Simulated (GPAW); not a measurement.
Runs of GPAW 26.7.0 on NbSi. It takes space group Pm-3m (No. 221, cubic). The conventional cell has a = 3.156 Å, b = 3.156 Å, c = 3.156 Å, α = 90.00°, β = 90.00°, γ = 90.00°. Nb (site symmetry m-3m) has 8 Si at 2.73 Å as nearest neighbours. Si (site symmetry m-3m) has 8 Nb at 2.73 Å as nearest neighbours. The cell was built by a generator and needn't be a form met in nature.

```csv
level,potentials or basis,pressure (GPa)
revPBE,"the program's PAW data sets (release 1.2.1) made for this functional, pw",1.6
LDA,"the program's PAW data sets (release 1.2.1) made for this functional, pw",-8.2
r2SCAN,"GPAW PAW data sets (gpaw-data 1.2.1), pw",(b)
RPBE,"the program's PAW data sets (release 1.2.1) made for this functional, pw",(a)
AM05,"PAW data sets generated in the run's folder for this functional, pw",-6.2
```

Alike in all rows: task band structure; no spin polarisation; cell as given; k mesh 8 × 8 × 8; cutoff (eV) 600; smearing fermi-dirac 0.05 eV.

Q: Estimate the missing entries.

A: (a) 2.3; (b) -1.8.

Caveats: the PAW data sets were made with another functional, which shifts forces and pressure a little (some runs).

Runs at the PBE level aren't shown here.
